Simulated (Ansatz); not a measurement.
# CuH+ (doublet): wave-function methods side by side, def2-QZVPP

The task here is to estimate one member of a computed series from the others.

Computed with Ansatz 0.2.0, Gaussian basis. Level: def2-QZVPP, core rule «outside noble gas», up to 9 orbitals frozen.

To be run: UHF; ROHF; CCSD(T) on UHF.

2 further runs of the same task are left out: 2 set aside as unsound or not needed.

**What is computed**

The geometry is a PBE0/def2-TZVP stationary point (not a proven minimum) of the parent state, kept for this charge and spin.

2 atoms, charge 1, spin multiplicity 2.

Atoms are counted from 1 here; the program's logs count them from 0.

Bond lengths: Cu1–H2 1.485 Å.

The first run:

File in.yaml:

```yaml
crystal:
  periodic: [false, false, false]
  atoms:
    - {symbol: Cu, position_ang: [0.000000, 0.000000, 0.000000]}
    - {symbol: H, position_ang: [0.000000, 0.000000, 1.485034]}
basis:
  gaussian: {orbitals: "def2-QZVPP.json"}
total_charge: 1
magnetization: {spin_polarized: true, initial_magnetization: 1}
hamiltonian: {xc: hf}
output: {orbitals: {seedname: orbitals}}
```

Command:

```console
ansatz run in.yaml --threads 1 --pin off --events-out ev --progress --plain --max-ram 3968MiB --backend cpu
```

Among the steps run: UHF; ROHF; CCSD(T) on UHF.

One of the session's tables, all rows but one given; the rest of the session is left out.

It belongs to the step «Misses and costs». 

```
  method  from UCCSD(T) (meV)
    ROHF             +12133.6
     UHF             +11977.2
    UMP2               +423.3
   UCCSD                    ?
UCCSD(T)                    0
```

**Question.** Estimate the row for UCCSD.

**Answer.** from UCCSD(T) (meV): +372.2. In the column «from UCCSD(T) (meV)» it lies between UCCSD(T) (0) and UMP2 (+423.3).
